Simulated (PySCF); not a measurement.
# CH9AsGaN: the cost of one run

The runs use PySCF 2.14.0, with density-fitted response routines of our own; the level of theory stands in each step. All values are computed, except where a source is named. Atoms are numbered from 0 throughout.

**1. The starting structure**

13 atoms, charge 0, multiplicity 1; geometry from: GFN2-xTB. The atoms were then displaced at random by about 0.01 Å, so the start is not that level's minimum.

Bonds of the start (Å): C0–N1 1.43, N1–Ga2 1.82, Ga2–As3 2.84, C0–H4 1.10, C0–H5 1.12, C0–H6 1.09, N1–H7 1.00, Ga2–H8 1.53, Ga2–H9 1.56, As3–H10 1.51, As3–H11 1.49, As3–H12 1.52.

**2. Relaxing the molecule at PBE0-D3(BJ)/def2-SVP**

What the job is given:

```
{"job": {"xc": "PBE0", "basis": "def2-SVP", "d3": "d3bj", "grid": 1, "shake": 0.01, "kind": "geom"}, "charge": 0, "multiplicity": 1}
C     -1.636910     0.807540    -0.477750
N     -1.128070    -0.338920     0.209130
Ga    -0.061240    -1.600410    -0.545120
As     2.208900     0.000300     0.041560
H     -1.318560     1.763230    -0.032280
H     -2.756660     0.842300    -0.496310
H     -1.293150     0.810180    -1.516960
H     -1.514160    -0.412480     1.131790
H      0.149900    -1.522110    -2.053710
H      0.269170    -2.861150     0.311960
H      1.895000     0.739120     1.317240
H      3.566360     0.601580    -0.001050
H      1.625230     1.153940    -0.760060
```

Command:

```sh
$ OMP_NUM_THREADS=1 python probes_run.py task.json out
```

One launch serves the whole session: the jobs run in the order shown.

Q: Estimate the wall time and peak memory of this first job on 1 thread of Arm Neoverse V1, shared host.

About 1.8 min, with a peak of 0.52 GiB.
